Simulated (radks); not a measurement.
# Nuclear size and the levels of Ni

One table from this session's results is given with a row withheld; the runs are named, their logs left out.

Program: radks (a radial shooting solver on a logarithmic mesh, Libxc functionals) version 1. Level of theory: Dirac Kohn-Sham, BLYP, spin-unpolarised, spherical densities, finite nucleus; open shells fill j = l - 1/2 first. These are calculated values, not measurements, unless marked.

## What is computed

* element: nickel (Z = 28)
* charge: 0
* electrons: 28
* configuration: [Ar] 3d8 4s2
* nuclear rms radius: 3.7757 fm

The first run:

Settings of this run:

```text
Z 28
configuration [Ar] 3d8 4s2 4p0 5s0
relativity Dirac
functional b88,lyp
spin unpolarised
j_filling energy
nucleus finite rms 3.7757 fm
c 137.035999084
```

Steps of the session up to this table: rms radius 3.7757 fm.

One table of the session follows, with a row left open; its other results are not shown here.

It belongs to the step «rms radius 3.7757 fm». Sizes of the orbitals, from the radial functions (bohr):

| level | <r> | outermost maximum (interpolated) | 90 % within | nodes |
| --- | --- | --- | --- | --- |
| 3s1/2 | 0.7400 | 0.639 | 1.11 | 2 |
| 3p1/2 | 0.7717 | 0.641 | 1.19 | 1 |
| 3p3/2 | 0.7819 | 0.649 | 1.21 | 1 |
| 3d3/2 | ? | ? | ? | ? |
| 3d5/2 | 1.016 | 0.630 | 1.80 | 0 |
| 4s1/2 | 2.807 | 2.22 | 4.34 | 3 |
| 4p1/2 | 4.417 | 3.18 | 7.21 | 2 |
| 4p3/2 | 4.495 | 3.24 | 7.34 | 2 |

Q: Estimate the row for 3d3/2 from the others.

The run gave: <r>: 1.008; outermost maximum (interpolated): 0.627; 90 % within: 1.78; nodes: 0. In the column «<r>» it lies between 3p3/2 (0.7819) and 3d5/2 (1.016).
